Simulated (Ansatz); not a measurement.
# BClF₂ + H₂O: a complex and its separated parts

Aim: how far the complex at one end of a reaction step lies below its separated, relaxed parts, level by level.

The runs use Ansatz 0.2.0, Gaussian basis; PBE0-D4/def2-TZVP structures, single points in def2-TZVPP, no counterpoise correction.

Levels: SPW92, PBE-D4, BLYP-D4, r2SCAN-D4, B97M-V, PBE0-D4, B3LYP-D4, r2SCAN0-D4, BHLYP-D4, CAM-B3LYP-D4, wB97X-V, wB97M-V, B2PLYP, PBE-QIDH, RPA on PBE, Hartree-Fock, MP2, CCSD, CCSD(T).

Cores are frozen in the correlated methods. B3LYP uses VWN-RPA correlation. B2PLYP carries no dispersion term here.

94 further runs of the same task are left out: 94 set aside as unsound or not needed.

**1. The system as given**

The complex: 7 atoms, charge 0, spin multiplicity 1.

Atoms are counted from 1 here; the program's logs count them from 0.

Bond lengths: B1–F3 1.350 Å, B1–F4 1.336 Å, B1–Cl6 1.829 Å, O2–H5 0.967 Å, O2–H7 0.967 Å. Angles: F3–B1–F4 116.7°, F3–B1–Cl6 115.2°, F4–B1–Cl6 115.0°, H5–O2–H7 107.9°.

Geometry (Å):

```
atom    x (Å)    y (Å)    z (Å)
  B1  -0.6172   0.3082   0.1622
  O2   1.0060   0.0192  -0.3035
  F3  -1.2535   0.1435  -1.0173
  F4  -0.5873   1.5477   0.6593
  H5   1.3655  -0.6475   0.2985
 Cl6  -0.9079  -1.0125   1.3939
  H7   0.9943  -0.3585  -1.1932
```

Its parts: BClF₂ holds atoms 1, 3, 4, 6; H₂O holds atoms 2, 5, 7. Each part counts its atoms afresh in its own runs.

**2. Relaxing BClF₂ alone**

Input file relax-a/in.yaml:

```yaml
crystal:
  periodic: [false, false, false]
  atoms:
    - {symbol: B, position_ang: [-0.617191, 0.308178, 0.162243]}
    - {symbol: F, position_ang: [-1.253512, 0.143452, -1.017293]}
    - {symbol: F, position_ang: [-0.587284, 1.547709, 0.659300]}
    - {symbol: Cl, position_ang: [-0.907861, -1.012469, 1.393880]}
basis:
  gaussian: {orbitals: def2-TZVP}
hamiltonian: {xc: pbe0, dispersion: d4}
relax: {f_tol: 0.005, max_steps: 200}
```

Run with:

```console
$ ansatz run in.yaml --threads 4 --pin off --events-out ev --progress --plain --max-ram 9574MiB
```

The runs that follow: Relaxing H₂O alone; SPW92/def2-TZVPP; PBE-D4/def2-TZVPP; BLYP-D4/def2-TZVPP; r2SCAN-D4/def2-TZVPP; B97M-V/def2-TZVPP; PBE0-D4/def2-TZVPP; B3LYP-D4/def2-TZVPP; r2SCAN0-D4/def2-TZVPP; BHLYP-D4/def2-TZVPP; CAM-B3LYP-D4/def2-TZVPP; wB97X-V/def2-TZVPP; wB97M-V/def2-TZVPP; B2PLYP/def2-TZVPP; PBE-QIDH/def2-TZVPP; RPA on PBE/def2-TZVPP; CCSD(T)/def2-TZVPP; Vibrations of BClF₂; Vibrations of H₂O.

**Question.** What will these runs give? Wanted: complex less parts, CCSD(T)/def2-TZVPP; with zero-point energy; largest T1 diagnostic.

The runs gave:

| quantity | value |
| --- | --- |
| complex less parts, CCSD(T)/def2-TZVPP | -0.384 eV |
| with zero-point energy | -0.269 eV |
| largest T1 diagnostic | 0.012 |

**Reading.** At CCSD(T) the complex lies 0.384 eV below its parts. The functionals run from BHLYP-D4, off by -0.009 eV, to SPW92, off by -0.406 eV, against CCSD(T). By rung, the mean size of the error is: LDA 0.406, GGA 0.066, meta-GGA 0.047, hybrid 0.056, range-separated hybrid 0.055, double hybrid 0.066 eV. PBE-D4 gives a relative energy 0.025 eV too low, inside chemical accuracy (1 kcal/mol, 0.043 eV). No counterpoise was applied, and triple zeta lacks some correlation, so the CCSD(T) reference has a basis error of its own, and close matches with it are partly luck.
